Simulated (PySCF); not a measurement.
# C3H8GeO2S: the cost of one run

Computed with PySCF 2.14.0, with density-fitted response routines of our own, on a single molecule in the gas phase. Atoms count from 0, in the outputs and in this text.

**1. Starting geometry**

15 atoms, charge 0, multiplicity 1; geometry from: GFN2-xTB.

Bonds of the start (Å): C0–O1 1.43, O1–C2 1.32, C2–O3 1.20, C2–Ge4 2.00, Ge4–S5 2.21, S5–C6 1.83, C0–H7 1.09, C0–H8 1.09, C0–H9 1.09, Ge4–H10 1.50, Ge4–H11 1.52, C6–H12 1.09, C6–H13 1.09, C6–H14 1.08.

**2. Spin-spin couplings: B3LYP/pcSseg-1+pcJ-1**

The job: settings as JSON, then the geometry in Å.

```
{"job": {"kind": "j", "xc": "B3LYP", "basis": "pcJ-1"}, "charge": 0, "multiplicity": 1}
C      2.911357     0.421108    -0.089975
O      1.789370    -0.288433     0.435565
C      0.704177    -0.364888    -0.319237
O      0.583307     0.107627    -1.416469
Ge    -0.702293    -1.333387     0.724284
S     -2.119301     0.147752     1.550760
C     -2.708263     0.866681    -0.026218
H      3.112549     0.094442    -1.111624
H      3.751347     0.194579     0.561062
H      2.707025     1.493259    -0.090268
H     -0.087209    -2.081867     1.874976
H     -1.452256    -2.290218    -0.183225
H     -3.298522     0.130557    -0.564254
H     -1.867087     1.195439    -0.630052
H     -3.328616     1.715339     0.240142
```

With the program's defaults for keys left out, this is: B3LYP/pcJ-1 Ge:pcSseg-1 indirect spin-spin coupling, non-relativistic, gas phase.

Started as:

```bash
> OMP_NUM_THREADS=1 python probes_run.py task.json out
```

This one command runs all jobs of the session in turn.

**Question.** How long does this job take on 1 thread of Arm Neoverse N1, shared host, and how much memory does it need?

About 2.6 min, with a peak of 1.2 GiB.
